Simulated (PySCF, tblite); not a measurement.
# C₅H₄ClF₂ radical: geometry, infrared bands and EPR parameters

Wanted: the infrared bands and EPR parameters of C₅H₄ClF₂ radical (`[CH2][C@@H]1C=C1C(F)(F)Cl`), by calculation.

Computed with tblite 0.8.0 and PySCF 2.14.0, with density-fitted response routines of our own, on a single molecule in the gas phase. Atoms are numbered from 0 throughout.

### 1 Starting geometry

12 atoms, charge 0, multiplicity 2; geometry from: force field or distance geometry start.

Bonds of the start (Å): C0–C1 1.44, C1–C2 1.43, C2–C3 1.28, C3–C4 1.45, C4–F5 1.35, C4–F6 1.37, C4–Cl7 1.76, C3–C1 1.43, C0–H8 1.09, C0–H9 1.09, C1–H10 1.08, C2–H11 1.06.

### 2 Relaxing the molecule with GFN2-xTB

The job: settings as JSON, then the geometry in Å.

```
{"job": {"kind": "relax", "xc": "GFN2-xTB", "basis": "xTB"}, "charge": 0, "multiplicity": 2}
C     -1.856700    -0.030600     0.356200
C     -0.667800     0.764500     0.193300
C     -0.108400     0.861000    -1.123500
C      0.522400     0.124000    -0.286300
C      1.620500    -0.712100     0.170800
F      2.177700    -0.209000     1.294000
F      2.616600    -0.737400    -0.768400
Cl     1.089900    -2.364400     0.481700
H     -2.750000     0.196600    -0.220000
H     -1.926300    -0.814300     1.108300
H     -0.537600     1.612300     0.854100
H     -0.179100     1.308800    -2.086000
```

Started as:

```console
> OMP_NUM_THREADS=1 python probes_run.py task.json out
```

One launch serves the whole session: the jobs run in the order shown.

**Question.** This job is followed by: GFN2-xTB harmonic vibrations, gas phase; UKS B3LYP, pcH-1 on C Cl F H, non-relativistic, mean-field spin-orbit, GIAO. What will the session give for the following? strongest single infrared mode (GFN2-xTB); zero-point energy (GFN2-xTB); g(iso) (B3LYP); ⟨S²⟩; largest a(iso) (averaged by class); surface potential, 1st and 99th percentile.

The runs gave:

| quantity | value |
| --- | --- |
| strongest single infrared mode (GFN2-xTB) | 1013 cm⁻¹, 163 km/mol |
| zero-point energy (GFN2-xTB) | 44.4 kcal/mol |
| g(iso) (B3LYP) | 2.00227 |
| ⟨S²⟩ | 0.756 (exact 0.75) |
| largest a(iso) (averaged by class) | 13C on C3, 87.8 MHz |
| surface potential, 1st and 99th percentile | -0.58 V and 1.47 V |

In words: Relaxing lowered the energy by 0.657 eV in 86 steps; the close pair that moved most is C1–C3, from 1.434 to 1.539 Å. No mode is imaginary among the 30: a minimum at this level. The strongest single mode, at 1013 cm⁻¹, moves mainly C4. Unscaled tight-binding wavenumbers are off by several per cent, some by more. Its intensities can rank the bands wrongly. Most of the unpaired spin sits on C0 (0.98 e). The isotropic g lies 0.1 ppt below the free-electron value.
